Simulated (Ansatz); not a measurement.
# H2Br (doublet): the correlation ladder at distance Br1–H2 along a hydrogen transfer = 1.785 Å, cc-pVDZ

How much of the correlation energy of H2Br (doublet) does each wave-function method recover here?

Computed with Ansatz 0.2.0, Gaussian basis. Level: cc-pVDZ, core rule «outside noble gas», up to 14 orbitals frozen.

Plan: UHF; CCSD(T) on ROHF; CCSD(T) on UHF; BCCD(T) on ROHF; CISD; CCSDT(Q) on ROHF; CCSDT(Q) on UHF; CISDTQ; CCSDTQ on ROHF; CCSDTQ on UHF; CASSCF and MRCISD+Q, 3 electrons in 3 orbitals; CASSCF and NEVPT2, 3 electrons in 3 orbitals; CASSCF and MRCISD+Q, 9 electrons in 6 orbitals; CASSCF and NEVPT2, 9 electrons in 6 orbitals.

1 further run of the same task is left out (for a known fault of the program).

### Step 1. What is computed

The geometry derives from fragments relaxed apart (PBE0/def2-TZVP) and kept rigid, so it is no stationary point. A hydrogen atom is moved between rigid fragments. No spin-orbit coupling is included. The filled d shell of Br may be among the frozen orbitals whatever the setting's name suggests; the logs give the count.

3 atoms, charge 0, spin multiplicity 2.

Atoms are counted from 1 here; the program's logs count them from 0.

Bond lengths: Br1–H2 1.785 Å.

### Step 2. UHF

in.yaml reads:

```yaml
crystal:
  periodic: [false, false, false]
  atoms:
    - {symbol: Br, position_ang: [0.000000, 0.000000, -1.529333]}
    - {symbol: H, position_ang: [0.000000, 0.000000, 0.255667]}
    - {symbol: H, position_ang: [0.000000, 0.000000, 1.273667]}
basis:
  gaussian: {orbitals: cc-pVDZ}
magnetization: {spin_polarized: true, initial_magnetization: 1}
hamiltonian: {xc: hf}
output: {orbitals: {seedname: orbitals}}
```

Command:

```
$ ansatz run in.yaml --threads 1 --pin off --events-out ev --progress --plain --max-ram 4096MiB --backend cpu
```

Further steps of the session: CCSD(T) on ROHF; CCSD(T) on UHF; BCCD(T) on ROHF; CISD; CCSDT(Q) on ROHF; CCSDT(Q) on UHF; CISDTQ; CCSDTQ on ROHF; CCSDTQ on UHF; CASSCF and MRCISD+Q, 3 electrons in 3 orbitals; CASSCF and NEVPT2, 3 electrons in 3 orbitals; CASSCF and MRCISD+Q, 9 electrons in 6 orbitals; CASSCF and NEVPT2, 9 electrons in 6 orbitals.

**Question.** What will the summary of the whole plan be? Wanted: UCCSDTQ below the RHF energy; RMP2 from UCCSDTQ; UMP2 from UCCSDTQ; RCCSD from UCCSDTQ; RCCSD(T) from UCCSDTQ; UCCSD(T) from UCCSDTQ; RCCSDT(Q) from UCCSDTQ; UCCSDT(Q) from UCCSDTQ; NEVPT2 pair from UCCSDTQ.

The runs gave:

| quantity | value |
| --- | --- |
| UCCSDTQ below the RHF energy | -4.5375 eV |
| RMP2 from UCCSDTQ | +16.19 kcal/mol |
| UMP2 from UCCSDTQ | +16.67 kcal/mol |
| RCCSD from UCCSDTQ | +1.83 kcal/mol |
| RCCSD(T) from UCCSDTQ | +0.40 kcal/mol |
| UCCSD(T) from UCCSDTQ | +0.39 kcal/mol |
| RCCSDT(Q) from UCCSDTQ | +0.03 kcal/mol |
| UCCSDT(Q) from UCCSDTQ | +0.01 kcal/mol |
| NEVPT2 pair from UCCSDTQ | +11.91 kcal/mol |
| NEVPT2 valence from UCCSDTQ | +19.43 kcal/mol |
| MRCISD+Q valence from UCCSDTQ | -0.06 kcal/mol |
| levels within 1 kcal/mol (43 meV) | RCCSD(T), UCCSD(T), BCCD(T), RCCSDT, UCCSDT, CISDTQ, RCCSDT(Q), UCCSDT(Q), RCCSDTQ, MRCISD+Q valence |
| T1 diagnostic | 0.028 |
| effectively unpaired electrons | 1.02 |

In words: RCCSD(T) lands +0.40 kcal/mol from the yardstick (0.4 % of the correlation energy). One determinant dominates. Of the multireference levels listed MRCISD+Q valence comes nearest in total energy (-0.06 kcal/mol), which doesn't show that its space is the better one. These misses are within one basis, not against nature; the frozen cores of restricted and unrestricted runs differ, which can shift their rows.
